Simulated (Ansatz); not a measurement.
# Sc4SiN: the cost of one run

Method: DFT PBE, scalar-relativistic, plane waves, PAW, in Ansatz 0.2.0.

**1. Starting point**

The structure is cubic, space group F-43m (No. 216). The conventional cell has a = 7.718 Å, b = 7.718 Å, c = 7.718 Å, α = 90.00°, β = 90.00°, γ = 90.00°. Sc (site symmetry 3m) has 6 Sc at 2.71 to 2.75 Å and 3 Si at 3.20 Å and 3 N at 3.20 Å as nearest neighbours. Si (site symmetry -43m) is surrounded by 12 Sc at 3.20 Å. N (site symmetry -43m) has 12 Sc at 3.20 Å as nearest neighbours.

As a file:

```cif
data_structure
_symmetry_space_group_name_H-M 'F-43m'
_symmetry_Int_Tables_number 216
_cell_length_a 7.7184
_cell_length_b 7.7184
_cell_length_c 7.7184
_cell_angle_alpha 90.000
_cell_angle_beta 90.000
_cell_angle_gamma 90.000
_cell_volume 459.81
loop_
_atom_site_label
_atom_site_type_symbol
_atom_site_symmetry_multiplicity
_atom_site_Wyckoff_symbol
_atom_site_fract_x
_atom_site_fract_y
_atom_site_fract_z
_atom_site_occupancy
Sc1 Sc 16 e 0.87399 0.37399 0.87399 1
Si1 Si 4 a 0.00000 0.00000 0.00000 1
N1 N 4 d 0.25000 0.25000 0.75000 1
```

It is the end of an earlier relaxation with the same method, from a database cell with other species swapped in; it is a trial structure. At a tolerance of 0.05 Å it has space group F-43m (No. 216); it has 19.16 Å³/atom, an uncorrected energy of +0.93 eV/atom over the elements.

**2. Static run: bands, density of states and charges**

input.yaml

```yaml
crystal:
  lattice:
    - [0.0, 3.8591964296, 3.8591964296]
    - [3.8591964296, 0.0, 3.8591964296]
    - [3.8591964296, 3.8591964296, 0.0]
  atoms:
    - { symbol: Sc, position: [0.626005899, 0.626005899, 0.1219823029] }
    - { symbol: Sc, position: [0.626005899, 0.1219823029, 0.626005899] }
    - { symbol: Sc, position: [0.1219823029, 0.626005899, 0.626005899] }
    - { symbol: Sc, position: [0.626005899, 0.626005899, 0.626005899] }
    - { symbol: Si, position: [0.0, 0.0, 0.0] }
    - { symbol: "N", position: [0.25, 0.25, 0.25] }
basis:
  ecutwfc: 420
kpoints:
  mp_grid: { grid: [8, 8, 8] }
  band_path:
    path:
      - [[0.0, 0.0, 0.0], [-0.5, -0.5, 0.0], [-0.375, -0.375, 0.25]]
      - [[-0.375, 0.0, 0.375], [0.0, 0.0, 0.0], [0.0, 0.0, 0.5], [-0.5, -0.25, 0.25], [-0.5, -0.5, 0.0]]
    npoints: 14
hamiltonian:
  xc: pbe
scf:
  occupations: { method: gaussian, width: 0.1 }
  n_extra_bands: 15
output:
  forces: true
  stress: true
  eigenvalues: true
  populations: true
  dos: { projected: true, de: 0.02, nscf_kmesh: { grid: [10, 10, 10] } }
  bader: true
```

On the command line:

```console
$ ansatz run input.yaml --threads 1 --pin off --max-ram 2560MiB --backend cpu --events-out ev --progress --plain --runs-dir out
```

Q: Estimate wall time and peak memory on 1 thread of Intel Xeon Platinum 8488C (Sapphire Rapids), shared host.

About 64 s, with a peak of 0.59 GiB.
